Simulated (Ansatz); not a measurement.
# UCCSD/cc-pVTZ run of PO (Phosphorus monoxide)

Aim: the electronic atomisation energy of PO (Phosphorus monoxide) at UCCSD/cc-pVTZ, from 3 runs. 

The calculation is run with Ansatz 0.2.0.

35 further runs of the same task are left out: 35 set aside as unsound or not needed.

## (1) The molecule

The species is PO (2 atoms), meant as a doublet with charge 0. As SMILES, `O=[P]`. The shape is that of a PBE0-D4/def2-TZVP optimisation.

Bond lengths: O1–P2 1.474 Å.

## (2) A single-point energy at UCCSD/cc-pVTZ

File run.yaml:

```yaml
crystal:
  periodic: [false, false, false]
  atoms:
    - {symbol: O, position_ang: [0.000000, -0.000000, -0.009450]}
    - {symbol: P, position_ang: [-0.000000, 0.000000, 1.464540]}
basis:
  gaussian:
    orbitals: cc-pVTZ
magnetization:
  spin_polarized: true
  initial_magnetization: 1
correlation:
  method: ccsd
  frozen_orbitals: {O: 1, P: 5}
accuracy: high
scf:
  omitted_lower_state_checks: [cluster_reference, increment]
```

Run with:

```
$ ansatz run run.yaml --threads 1 --pin off --max-ram 3480MiB --events-out events.jsonl --progress --plain --runs-dir runs
```

Output (excerpt; [...] marks lines left out):

```text
Warning: RAYON_NUM_THREADS=1 ignored (pool sized by the plan → 1); use --threads N
Functional definition: HF
  name "HF"
[...]
886 factors; integrals over basis functions are off by at most 4.0e-9 eV
[...]
mean field -11309.58295099 eV, -415.6195075382 hartree, gradient 2.2e-8 eV, S^2 0.770999; 4 other end points of the search recorded, 0 dependent functions left out
6 core orbitals not correlated: weight in the atoms' cores, before any rotation towards them, 1.000 or more for the frozen orbitals, at most 0.000 for the correlated occupied ones
reference -11309.58295099 eV, -415.6195075382 hartree; 6, 5 occupied and 52, 53 virtual orbitals, 886 factors
second order -9.66762860 eV of doubles, -0.00000000 eV of singles
cycle   1  -9.39209267 eV  change    2.8e-1 eV  update   1.1e-1
[...]
cycle  25  -9.88060160 eV  change  -8.3e-10 eV  update  8.4e-10
Total energy: -11319.46355259 eV, -415.9826129498 hartree
Checks for a lower state left out: cluster_reference, increment
```

Run time: 2.8 s. Hardware: 1 thread of Arm Neoverse V2, shared host; peak memory 0.27 GiB.

## (3) The O atom

File molecule.yaml:

```yaml
crystal:
  periodic: [false, false, false]
  atoms:
    - {symbol: O, position_ang: [0.000000, 0.000000, 0.000000]}
basis:
  gaussian:
    orbitals: cc-pVTZ
accuracy: high
scf:
  omitted_lower_state_checks: [cluster_reference, increment]
magnetization:
  spin_polarized: true
  initial_magnetization: 2
correlation:
  method: ccsd
  frozen_orbitals: {O: 1}
```

Run the same way, it converges to -74.97105 Eh (log not shown).

## (4) The P atom at the same level

File run.yaml:

```yaml
crystal:
  periodic: [false, false, false]
  atoms:
    - symbol: P
      position_ang: [0.000000, 0.000000, 0.000000]
basis:
  gaussian:
    orbitals: cc-pVTZ
magnetization:
  spin_polarized: true
  initial_magnetization: 3
correlation:
  method: ccsd
  frozen_orbitals: {P: 5}
accuracy: high
scf:
  omitted_lower_state_checks: [cluster_reference, increment]
```

Run the same way, it converges to -340.81724 Eh (log not shown).

## (5) Summary of results

Level: UCCSD/cc-pVTZ, 6 core orbitals frozen.

| quantity | value |
| --- | --- |
| molecule: total energy | -415.98261 Eh |
| molecule: correlation energy (6 core orbitals frozen) | -363.1 mEh |
| molecule: ⟨S²⟩ of the reference determinant | 0.771 |
| molecule: T1 diagnostic | 0.025 |
| O atom: total energy | -74.97105 Eh |
| O atom: correlation energy (1 core orbital frozen) | -159.3 mEh |
| O atom: ⟨S²⟩ of the reference determinant | 2.007 |
| O atom: T1 diagnostic | 0.005 |
| P atom: total energy | -340.81724 Eh |
| P atom: correlation energy (5 core orbitals frozen) | -100.9 mEh |
| P atom: ⟨S²⟩ of the reference determinant | 3.750 |
| P atom: T1 diagnostic | 0.005 |
| electronic atomisation energy | 5.288 eV |

Taking the molecule apart into free atoms costs 5.29 eV (122 kcal/mol), before zero-point energy and without spin-orbit coupling.
